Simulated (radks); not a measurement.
**Nuclear size and the levels of As⁺**

One table from this session's results is given with a row withheld; the runs are named, their logs left out.

Program: radks (a radial shooting solver on a logarithmic mesh, Libxc functionals) version 1. Level of theory: Dirac Kohn-Sham, relativistic LDA (MacDonald-Vosko exchange, VWN5 correlation), spin-unpolarised, spherical densities, finite nucleus; open shells are shared between the two j in proportion to 2j + 1. These are calculated values, not measurements, unless marked.

**The atom as given**

* element: arsenic (Z = 33)
* charge: +1
* electrons: 32
* configuration: [Ar] 3d10 4s2 4p2
* nuclear rms radius: 4.0968 fm

Outer shells as boxes (Hund's rule):

As⁺
```
[Ar] core
3d [↑↓][↑↓][↑↓][↑↓][↑↓]
4s [↑↓]
4p [↑ ][↑ ][  ]
```

The first run:

The run's settings:

```text
Z 33
configuration [Ar] 3d10 4s2 4p2 5s0 4d0
relativity Dirac
functional lda_x_rel,vwn5
spin unpolarised
j_filling average
nucleus finite rms 4.0968 fm
c 137.035999084
```

Among the steps run: rms radius 4.0968 fm.

One table of the session follows, with a row left open; its other results are not shown here.

It belongs to the step «rms radius 4.0968 fm». Sizes of the orbitals, from the radial functions (bohr):

```
level     <r>  outermost maximum (interpolated)  90 % within  nodes
3d3/2  0.6750                             0.473         1.13      0
3d5/2       ?                                 ?            ?      ?
4s1/2   1.871                              1.59         2.79      3
4p1/2   2.277                              1.87         3.47      2
4p3/2   2.315                              1.90         3.52      2
5s1/2   5.098                              4.55         7.43      4
4d3/2   4.608                              3.64         7.27      1
4d5/2   4.625                              3.65         7.30      1
```

**Question.** Estimate the row for 3d5/2.

The run gave: <r>: 0.6797; outermost maximum (interpolated): 0.476; 90 % within: 1.14; nodes: 0. In the column «<r>» it lies between 3d3/2 (0.6750) and 4s1/2 (1.871).
